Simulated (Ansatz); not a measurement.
# CsBa3 in Ansatz: convergence with n extra bands

Input of the first run (n extra bands 1); the others differ in this setting and in those tied to it:

File input.yaml:

```yaml
crystal:
  lattice:
    - [0.0, 5.221284, 5.221284]
    - [5.221284, 0.0, 5.221284]
    - [5.221284, 5.221284, 0.0]
  atoms:
    - { symbol: Ba, position: [0.5, 0.5, 0.5] }
    - { symbol: Ba, position: [0.75, 0.75, 0.75] }
    - { symbol: Ba, position: [0.25, 0.25, 0.25] }
    - { symbol: Cs, position: [0.0, 0.0, 0.0] }
hamiltonian:
  xc: r2scan
  pseudopotentials: { kind: paw }
kpoints:
  mp_grid: { grid: [4, 4, 4] }
scf:
  occupations: { method: gaussian, width: 0.1 }
  n_extra_bands: 1
output:
  forces: true
  stress: true
  eigenvalues: true
```

Potentials or basis: Ansatz PAW.

Launch:

```console
$ ansatz run input.yaml --threads 2 --pin off --max-ram 5632MiB --backend cpu --events-out ev --progress --plain --runs-dir out
```

The cell comes from a database or a generator and needn't be the stable form of this composition.

Hardware: 2 threads of Arm Neoverse V2, on a shared host.

```
n extra bands  energy less the tightest run, at zero smearing (meV/atom)  SCF cycles  CPU time (s)  peak memory (GiB)
            1                                                       0.00           7            10                1.2
            2                                                       0.00           7           9.4                1.2
            4                                                       0.00           7           9.7                1.2
            8                                                       0.00           7            10                1.2
           16                                                       0.00           7            12                1.2
           32                                                       0.00           7            15                1.2
```

Against the tightest run, the energy stays within 1 meV/atom from 1 on. The tightest run that finished is the yardstick and may itself not be fully converged.

 The run has no spin-orbit coupling, so splittings on Ba, Cs are missing.
